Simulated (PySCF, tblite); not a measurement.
# C₄H₁₁B₂Cl₂N: geometry, infrared bands and NMR shifts

Aim: predict the infrared bands and NMR shifts of C₄H₁₁B₂Cl₂N (`C[N@@H+]1CC[B@@-]1(C)B(Cl)Cl`).

Programs: tblite 0.8.0 and PySCF 2.14.0, with density-fitted response routines of our own. Each step states its level of theory. These are calculated values for one molecule in the gas phase, unless marked as measured. Atoms count from 0, in the outputs and in this text.

## (1) The starting structure

20 atoms, charge 0, multiplicity 1; geometry from: force field or distance geometry start.

Bonds of the start (Å): C0–N1 1.48, N1–C2 1.49, C2–C3 1.53, C3–B4 1.59, B4–C5 1.62, B4–B6 1.69, B6–Cl7 1.84, B6–Cl8 1.84, B4–N1 1.56, C0–H9 1.10, C0–H10 1.11, C0–H11 1.11, N1–H12 1.04, C2–H13 1.12, C2–H14 1.10, C3–H15 1.12, C3–H16 1.12, C5–H17 1.11, C5–H18 1.12, C5–H19 1.10.

## (2) Optimising the geometry with GFN2-xTB

What the job is given:

```
{"job": {"kind": "relax", "xc": "GFN2-xTB", "basis": "xTB"}, "charge": 0, "multiplicity": 1}
C      1.746400    -0.075800    -0.999200
N      0.658800     0.709900    -0.370100
C      0.915600     0.946700     1.077700
C     -0.352700     0.245300     1.567200
B     -0.637800    -0.057200     0.036400
C     -0.662100    -1.641500    -0.310700
B     -2.027700     0.714600    -0.550300
Cl    -2.117900     1.133500    -2.335700
Cl    -3.603900     0.498800     0.382200
H      2.633200     0.566600    -1.116200
H      1.413300    -0.405100    -2.010900
H      2.026600    -0.964600    -0.395800
H      0.486100     1.606400    -0.858800
H      0.889700     2.037900     1.310600
H      1.831400     0.479700     1.466500
H     -1.072700     0.936700     2.070500
H     -0.117300    -0.664200     2.179300
H     -1.621800    -2.085900     0.025500
H      0.159400    -2.172600     0.224400
H     -0.551800    -1.798600    -1.395600
```

The run is started by

```sh
$ OMP_NUM_THREADS=1 python probes_run.py task.json out
```

This one command runs all jobs of the session in turn.

**Question.** This job is followed by: GFN2-xTB harmonic vibrations, gas phase; GIAO PBE0/pcSseg-1 NMR shielding, non-relativistic, gas phase. Predict these results of the whole session: strongest single infrared mode (GFN2-xTB); zero-point energy (GFN2-xTB); 13C shifts against TMS (PBE0/pcSseg-1); 1H shifts against TMS (PBE0/pcSseg-1, means over atoms taken as alike); 15N shifts against NH3 (PBE0/pcSseg-1); 11B shifts against BF3·OEt2 (PBE0/pcSseg-1); 35Cl shifts against HCl (PBE0/pcSseg-1, means over atoms taken as alike).

As calculated:

```
                                                                quantity                                         value
                               strongest single infrared mode (GFN2-xTB)                          675 cm⁻¹, 108 km/mol
                                            zero-point energy (GFN2-xTB)                                 99.2 kcal/mol
                                  13C shifts against TMS (PBE0/pcSseg-1)                     52.4, 35.7, 12.0, 2.0 ppm
  1H shifts against TMS (PBE0/pcSseg-1, means over atoms taken as alike)  3.87, 3.72, 3.26, 2.29, 0.88, 0.53, 0.10 ppm
                                  15N shifts against NH3 (PBE0/pcSseg-1)                                      52.4 ppm
                             11B shifts against BF3·OEt2 (PBE0/pcSseg-1)                                80.3, -8.1 ppm
35Cl shifts against HCl (PBE0/pcSseg-1, means over atoms taken as alike)                                       290 ppm
```

Relaxing lowered the energy by 0.842 eV in 145 steps; the close pair that moved most is B6–Cl8, from 1.844 to 1.721 Å. No mode is imaginary among the 54: a minimum at this level. The strongest single mode, at 675 cm⁻¹, moves mainly B6. GFN2-xTB is a fitted tight-binding method: band positions and strengths are rough. Its intensities can rank the bands wrongly. At PBE0/pcSseg-1: Shielding is most anisotropic at Cl7, Cl8 (span 614 ppm, paramagnetic term -488 ppm).
